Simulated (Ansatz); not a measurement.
What does this script print? It uses Ansatz 0.2.0 through its Python package.

`defect_tepb.py`
```python
"""A vacancy in a supercell of TePb, against the perfect cell."""

import argparse
import warnings

import ansatz as az
import numpy as np

parser = argparse.ArgumentParser(description="A vacancy in a supercell of TePb, against the perfect cell.")
parser.add_argument("--functional", default="lda", help="exchange-correlation functional")
parser.add_argument("--ecut", type=float, required=True, help="plane-wave cutoff (eV)")
parser.add_argument("--tolerance", type=float, required=True, help="SCF tolerance (eV)")
parser.add_argument("--filling", required=True, help="how the bands are filled")
parser.add_argument("--sigma", type=float, default=0.05, help="smearing width (eV)")
args = parser.parse_args()

warnings.simplefilter("ignore", az.DeckWarning)

lattice = az.Lattice.of(
    (0.0, 3.231, 3.231),
    (3.231, 0.0, 3.231),
    (3.231, 3.231, 0.0),
)
sites = [
    ("Te", (0.5, 0.5, 0.5)),
    ("Pb", (0.0, 0.0, 0.0)),
]
system = az.Crystal(lattice=lattice)
for symbol, position in sites:
    system = system.atom(symbol, position)
host = system.supercell(2, 2, 2)
defective = host.vacancy("Te", at=(0.5, 0.5, 0.5))

def prepare(structure):
    return (
        structure.calculation()
        .functional(args.functional)
        .basis(args.ecut)  # cutoff of the orbital basis
        .kpoints(2, center="gamma")
        .scf(tolerance=args.tolerance)
        .occupations(args.filling, width=args.sigma)  # smearing steadies the SCF of a metal
        .band_table()  # levels at the mesh points
    )


perfect = prepare(host).run(threads=1, backend="cpu").report
base = prepare(defective).forces()
done = base.run(threads=1, backend="cpu")
rep = done.report

n_host, n_defect = len(perfect["lattice"]["sites"]), len(rep["lattice"]["sites"])
print(f"perfect cell: {n_host} atoms, F = {perfect['free_energy_ev']:.4f} eV")
print(f"defect cell:  {n_defect} atoms, F = {rep['free_energy_ev']:.4f} eV")
# chemical potentials are still to be added to this difference
print(f"difference {rep['free_energy_ev'] - perfect['free_energy_ev']:.4f} eV (no chemical potentials)")

pull = np.linalg.norm(rep["forces_ev_ang"], axis=1)
for atom in np.argsort(-pull)[:5]:
    print(f"force on {done.lattice.sites[atom].symbol}{atom}: {pull[atom]:.3f} eV/A")

for label, run in (("perfect", perfect), ("defect", rep)):
    levels, filled = np.array(run["eigenvalues_ev"][0]), np.array(run["occupations"][0])
    top = int(np.argmin(np.abs(levels - run["fermi_energy_ev"])))
    window = slice(max(top - 3, 0), top + 4)
    print(label, "levels near E_F at the first k-point:", ", ".join(f"{e - run['fermi_energy_ev']:.2f} ({f:.2f})" for e, f in zip(levels[window], filled[window])))
```

```console
$ python defect_tepb.py --ecut 470.0 --tolerance 1e-09 --filling gaussian
perfect cell: 16 atoms, F = -147441.9942 eV
defect cell:  15 atoms, F = -140612.2500 eV
difference 6829.7442 eV (no chemical potentials)
force on Pb8: 0.040 eV/A
force on Pb6: 0.040 eV/A
force on Pb2: 0.040 eV/A
force on Pb4: 0.040 eV/A
force on Pb12: 0.040 eV/A
perfect levels near E_F at the first k-point: -0.33 (2.00), -0.33 (2.00), -0.33 (2.00), 0.33 (0.00), 0.33 (0.00), 0.33 (0.00), 0.33 (0.00)
defect levels near E_F at the first k-point: -0.74 (2.00), -0.08 (1.97), -0.08 (1.97), -0.08 (1.97), 0.40 (0.00), 0.40 (0.00), 0.40 (0.00)
```

What to keep in mind:
- Total energies depend on the potentials; only differences at equal settings carry meaning. A total without «per atom» is that of the whole cell that was run.
- Extra carriers fill band states at a few k-points, so forces and energy hang on the mesh.
- The computed bands are complete only to about 3.2 eV above the Fermi level.
- The atoms stand at ideal sites; relaxing them can change energy and levels by an eV or more.
- The difference holds no chemical potentials.
- Each cell's levels count from its own Fermi level and aren't aligned; one k-point can hide that the defect cell is metallic.
- The starting cell is as deposited in a crystallographic database; the results hold for this polymorph, which needn't be the stable one.
- Levels are Kohn-Sham eigenvalues on this mesh, without spin-orbit coupling.
- The supercell is small, so the defect meets its images and the energies aren't those of an isolated defect; a partly filled defect level may also lower its energy by spin or distortion. For a charged cell the difference holds no correction, alignment or term for the electrons' reservoir.
- Run time: 34 s on 1 thread of Arm Neoverse V1, on a shared host, peak memory 1 GiB.
